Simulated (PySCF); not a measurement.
Molecule: F3GeCl, in a box.

```
F Ge Cl
1.0
    12.00000    0.00000    0.00000
     0.00000   12.00000    0.00000
     0.00000    0.00000   12.00000
F Ge Cl
3 1 1
Direct
  0.39354 0.41001 0.61440
  0.60862 0.40110 0.53775
  0.43425 0.38233 0.39126
  0.47865 0.44865 0.50814
  0.47814 0.62117 0.48665
```

Base run:

| Quantity | Value |
| --- | --- |
| Program | PySCF 2.14.0 |
| Functional | RPBE |
| Dispersion | D4 |
| Potentials or basis | def2-svp (all-electron) |
| k mesh | 1 × 1 × 1 |
| Occupations | fixed |
| Spin | no spin polarisation |

Its results: gap between the frontier levels 6.33 eV.

**Question.** After a change of settings the same cell gave: gap between the frontier levels 8.44 eV. Which change was it?
A. functional from RPBE to X3LYP
B. functional from RPBE to PBE; dispersion from D4 to none
C. functional from RPBE to BLYP; dispersion from D4 to D3(BJM)
D. functional from RPBE to r2SCAN0

**Answer.** A.

X3LYP gives the wider gap, since exact exchange removes part of the self-interaction.

Caveats: this is a molecule in a periodic box at the Γ point, so its band gap is the HOMO-LUMO gap; relativity is left out, which matters for the heavier elements; the basis of atomic orbitals isn't converged, which shifts pressures, moduli and gaps.
